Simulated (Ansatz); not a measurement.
**SnH3O (SMILES [OH][SnH2]): UPBE/def2-TZVP (core potential)**

Aim: the vertical ionisation energy of SnH3O at UPBE/def2-TZVP (core potential), from 2 runs. 

The results are computed with Ansatz 0.2.0.

28 further runs of the same task are left out: 28 set aside as unsound or not needed. Runs told in other sessions of the task aren't counted.

### 1 The system as given

SnH3O has 5 atoms, charge 0, and is taken as a doublet. SMILES: `[OH][SnH2]`. Geometry: relaxed at PBE0-D4/def2-TZVP. This is one conformer, not always the lowest.

Bond lengths: O1–Sn2 1.976 Å, O1–H3 0.960 Å, Sn2–H4 1.735 Å, Sn2–H5 1.722 Å. Angles: O1–Sn2–H4 106.9°, O1–Sn2–H5 101.9°, Sn2–O1–H3 113.3°, H4–Sn2–H5 111.7°.

### 2 The energy at UPBE/def2-TZVP (core potential)

File input.yaml:

```yaml
crystal:
  periodic: [false, false, false]
  atoms:
    - {symbol: O, position_ang: [0.707400, -0.732900, 0.861900]}
    - {symbol: Sn, position_ang: [0.104500, 0.308800, -0.705500]}
    - {symbol: H, position_ang: [0.368600, -1.631300, 0.873200]}
    - {symbol: H, position_ang: [-1.606800, 0.061300, -0.845900]}
    - {symbol: H, position_ang: [0.476300, 1.920400, -0.224900]}
basis:
  gaussian: {orbitals: def2-TZVP}
magnetization: {spin_polarized: true, initial_magnetization: 1}
hamiltonian: {xc: pbe}
accuracy: high
output: {orbitals: {seedname: orbitals}}
```

Command:

```sh
$ ansatz run input.yaml --threads 1 --pin off --max-ram 2610MiB --events-out events.jsonl --progress --plain --runs-dir runs
```

Standard output:

```text
Warning: RAYON_NUM_THREADS=1 ignored (pool sized by the plan → 1); use --threads N
Functional definition: PBE
  name "PBE"
  parameter kappa = 0.804
  parameter beta = 0.06672455060314922
  exchange = pbe_x(kappa = kappa, mu = beta*pi^2/3)
  correlation = pbe_c(beta = beta)
1887 factors; integrals over basis functions are off by at most 3.8e-9 eV
mean field evaluation 1: about -7917.0163 eV, gradient 4.8e1 eV
mean field evaluation 2: about -7802.0780 eV, gradient 1.4e2 eV
mean field evaluation 4: about -7924.7374 eV, gradient 9.3e0 eV
mean field evaluation 8: about -7925.0950 eV, gradient 2.3e-1 eV
mean field evaluation 16: about -7925.0952 eV, gradient 3.2e-5 eV
mean field -7925.09522402 eV, -291.2418776601 hartree, gradient 4.7e-8 eV, S^2 0.751480; 0 other end points of the search recorded, 0 dependent functions left out
reference -7925.09522814 eV, -291.2418778118 hartree; 17, 16 occupied and 82, 83 virtual orbitals, 1887 factors
Total energy: -7925.09522814 eV, -291.2418778118 hartree
```

Run time: 3.3 s. Hardware: 1 thread of AMD EPYC 9R45 (Zen 5), shared host; peak memory 0.29 GiB.

### 3 The singlet cation, same level

File job.yaml:

```yaml
crystal:
  periodic: [false, false, false]
  atoms:
    - symbol: O
      position_ang: [0.707400, -0.732900, 0.861900]
    - symbol: Sn
      position_ang: [0.104500, 0.308800, -0.705500]
    - symbol: H
      position_ang: [0.368600, -1.631300, 0.873200]
    - symbol: H
      position_ang: [-1.606800, 0.061300, -0.845900]
    - symbol: H
      position_ang: [0.476300, 1.920400, -0.224900]
basis:
  gaussian:
    orbitals: def2-TZVP
total_charge: 1
hamiltonian:
  xc: pbe
accuracy: high
output: {orbitals: {seedname: orbitals}}
```

Command:

```sh
$ ansatz run job.yaml --threads 1 --pin off --max-ram 2610MiB --events-out events.jsonl --progress --plain --runs-dir runs
```

Standard output:

```text
Warning: RAYON_NUM_THREADS=1 ignored (pool sized by the plan → 1); use --threads N
Functional definition: PBE
  name "PBE"
  parameter kappa = 0.804
  parameter beta = 0.06672455060314922
  exchange = pbe_x(kappa = kappa, mu = beta*pi^2/3)
  correlation = pbe_c(beta = beta)
1887 factors; integrals over basis functions are off by at most 3.8e-9 eV
mean field evaluation 1: about -7892.9330 eV, gradient 1.2e2 eV
mean field evaluation 2: about -7664.8441 eV, gradient 2.2e2 eV
mean field evaluation 4: about -7913.8809 eV, gradient 3.9e1 eV
mean field evaluation 8: about -7916.9155 eV, gradient 3.4e-1 eV
mean field evaluation 16: about -7916.9108 eV, gradient 7.2e-4 eV
mean field -7916.91080825 eV, -290.9411059284 hartree, gradient 2.6e-8 eV, S^2 0.000000; 0 other end points of the search recorded, 0 dependent functions left out
reference -7916.91081242 eV, -290.9411060816 hartree; 16, 16 occupied and 83, 83 virtual orbitals, 1887 factors
Total energy: -7916.91081242 eV, -290.9411060816 hartree
```

Wall time 2.3 s (1 thread of AMD EPYC 9R45 (Zen 5), shared host); peak memory 0.24 GiB.

### 4 Summary of results

Level: UPBE/def2-TZVP (core potential).

| quantity | value |
| --- | --- |
| doublet SnH3O: total energy | -291.24188 Eh |
| doublet SnH3O: HOMO energy (highest over α and β) | -5.04 eV |
| doublet SnH3O: LUMO energy (lowest over α and β) | -4.00 eV |
| doublet SnH3O: ⟨S²⟩ | 0.751 |
| singlet cation: total energy | -290.94111 Eh |
| singlet cation: HOMO energy | -13.68 eV |
| singlet cation: LUMO energy | -11.33 eV |
| singlet cation: HOMO–LUMO gap | 2.36 eV |
| vertical ionisation energy (to the singlet cation) | 8.184 eV |

In words: The vertical ionisation energy comes to 8.18 eV (189 kcal/mol). Only the singlet of the ionised species was computed; a triplet could lie lower.
